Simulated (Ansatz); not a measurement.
**AlGaHF (singlet): from Hartree-Fock to the top rungs, cc-pVDZ**

The task here is to estimate one member of a computed series from the others.

The runs use Ansatz 0.2.0, Gaussian basis; cc-pVDZ, core rule «outside noble gas», up to 20 orbitals frozen.

To be run: UHF; CCSD(T) on RHF; CCSD(T) on UHF; BCCD(T) on RHF; CISD; CCSDT(Q) on RHF; CCSDT(Q) on UHF; CCSDTQ on RHF.

4 further runs of the same task are left out: 4 set aside as unsound or not needed. Runs told in other sessions of the task aren't counted.

## The geometry

The geometry is a PBE0/def2-TZVP stationary point (not a proven minimum). No spin-orbit coupling is included. The filled d shell of Ga may be among the frozen orbitals whatever the setting's name suggests.

4 atoms, charge 0, spin multiplicity 1.

Atoms are counted from 1 here; the program's logs count them from 0.

Bond lengths: Al1–H4 1.648 Å, Ga2–F3 1.770 Å.

The first run:

in.yaml reads:

```yaml
crystal:
  periodic: [false, false, false]
  atoms:
    - {symbol: Al, position_ang: [0.000000, -0.316483, 2.307778]}
    - {symbol: Ga, position_ang: [0.000000, 0.239515, -0.387410]}
    - {symbol: F, position_ang: [0.000000, -0.498414, -1.995707]}
    - {symbol: H, position_ang: [0.000000, 1.298269, 2.638305]}
basis:
  gaussian: {orbitals: cc-pVDZ}
magnetization: {spin_polarized: true, initial_magnetization: 0}
hamiltonian: {xc: hf}
output: {orbitals: {seedname: orbitals}}
```

Launch:

```bash
$ ansatz run in.yaml --threads 1 --pin off --events-out ev --progress --plain --max-ram 4096MiB --backend cpu
```

Steps of the session up to this table: UHF; CCSD(T) on RHF; CCSD(T) on UHF; BCCD(T) on RHF; CISD; CCSDT(Q) on RHF; CCSDT(Q) on UHF; CCSDTQ on RHF.

One of the session's tables, all rows but one given; the rest of the session is left out.

| method | from RCCSDTQ (kcal/mol) |
| --- | --- |
| RHF | +211.38 |
| UHF | +210.59 |
| RMP2 | +24.28 |
| UMP2 | +28.42 |
| RCCSD | +6.09 |
| UCCSD | +6.56 |
| RCCSD(T) | +1.21 |
| UCCSD(T) | +1.41 |
| BCCD(T) | +1.05 |
| RCCSDT | ? |
| UCCSDT | +0.59 |
| RCCSDT(Q) | -0.04 |
| UCCSDT(Q) | 0.00 |
| RCCSDTQ | 0 |

Q: Estimate the row for RCCSDT from the others.

The run gave: from RCCSDTQ (kcal/mol): +0.51. In the column «from RCCSDTQ (kcal/mol)» it lies between RCCSDTQ (0) and UCCSDT (+0.59).

Caveats from the session: Restricted and unrestricted rows rest on different reference determinants; a gap between their highest levels can come from leftover correlation error, from unlike frozen cores or from another state.
